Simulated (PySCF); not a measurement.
**TlF3: forces at shaken geometries**

How stiff is TlF3? Its atoms are displaced at random by several amounts. The structure is generated, not taken from experiment.

Computed with PySCF 2.14.0. Level: PBE0, Tl def2-SVP with ECP60, F def2-SVP; scalar-relativistic core potentials, no spin–orbit coupling.

2 further runs of the same task are left out: 2 for a known fault of the program.

## 1. The system as given

4 atoms, charge 0, spin multiplicity 1.

Bond lengths: Tl1–F2 2.009 Å, Tl1–F3 2.009 Å, Tl1–F4 2.018 Å. Angles: F2–Tl1–F3 128.2°, F2–Tl1–F4 115.9°, F3–Tl1–F4 115.9°.

Geometry (Å):

```xyz
4
charge 0, multiplicity 1
Tl    0.2712    0.0000    0.0000
F    -0.6057    0.0000    1.8078
F    -0.6057    0.0000   -1.8078
F     2.2896    0.0000    0.0000
```

Formal oxidation states: Tl +3. An earlier session relaxed this geometry at PBE0, Tl def2-SVP with ECP60, F def2-SVP (singlet, point group C2v).

Its energy there is -471.480633 Eh.

## 2. Atoms moved at random, σ = 0.06 Å

run.py (the lines that set the calculation)

```python
mol = gto.M(atom='''
Tl     0.18449    -0.00851     0.02050
F     -0.49261     0.07184     1.84174
F     -0.68506     0.00308    -1.76583
F      2.34245    -0.06641    -0.09642''',
    basis={'Tl': 'def2-SVP', 'F': 'def2-SVP'},
    ecp={'Tl': 'def2-SVP'},
    charge=0, spin=0)
mf = dft.RKS(mol, xc='PBE0')
mf.grids.atom_grid = (50, 194)
mf = mf.density_fit()  # fitting sets: Tl def2-universal-JKFIT, F def2-universal-JKFIT
mf.conv_tol = 1e-08; mf.max_cycle = 55
mf.kernel(dm0)  # dm0: the density of the relaxed state
```

Started as:

```sh
$ OMP_NUM_THREADS=2 python run.py
```

## 3. Atoms moved at random, σ = 0.1 Å

Edit run.py (the lines that set the calculation) of step 2 so:

```diff
@@ -1,6 +1,6 @@
 mol = gto.M(atom='''
-Tl     0.18449    -0.00851     0.02050
-F     -0.49261     0.07184     1.84174
-F     -0.68506     0.00308    -1.76583
-F      2.34245    -0.06641    -0.09642''',
+Tl     0.25570     0.07004    -0.07993
+F     -0.69931    -0.15291     1.93970
+F     -0.67025    -0.01498    -1.77953
+F      2.46311     0.09785    -0.08023''',
     basis={'Tl': 'def2-SVP', 'F': 'def2-SVP'},
```

## 4. Atoms moved at random, σ = 0.1 Å

Edit run.py (the lines that set the calculation) of step 3 so:

```diff
@@ -1,6 +1,6 @@
 mol = gto.M(atom='''
-Tl     0.25570     0.07004    -0.07993
-F     -0.69931    -0.15291     1.93970
-F     -0.67025    -0.01498    -1.77953
-F      2.46311     0.09785    -0.08023''',
+Tl     0.42870     0.18770    -0.10887
+F     -0.61687     0.01082     1.99492
+F     -0.61455    -0.01321    -1.82407
+F      2.15199    -0.18531    -0.06198''',
     basis={'Tl': 'def2-SVP', 'F': 'def2-SVP'},
```

Q: Predict the outcome of this session. Wanted: for each run, σ; energy rise; harmonic estimate −½ F·u; largest force component.

**Answer**, as computed:

| σ (Å) | energy rise (eV) | harmonic estimate −½ F·u (eV) | largest force component (eV/Å) |
| --- | --- | --- | --- |
| 0.06 | 0.216 | 0.196 | 2.70 |
| 0.1 | 0.772 | 0.667 | 4.05 |
| 0.1 | 1.809 | 1.645 | 10.76 |

Every displacement raises the energy. For a harmonic well the rise equals −½ F·u; the two differ by at most 14 % here (a move with σ = 0.1 Å), from anharmonicity, the grid and the small forces left at the relaxed point. The bases are small and lack diffuse functions. Spin–orbit coupling is left out.
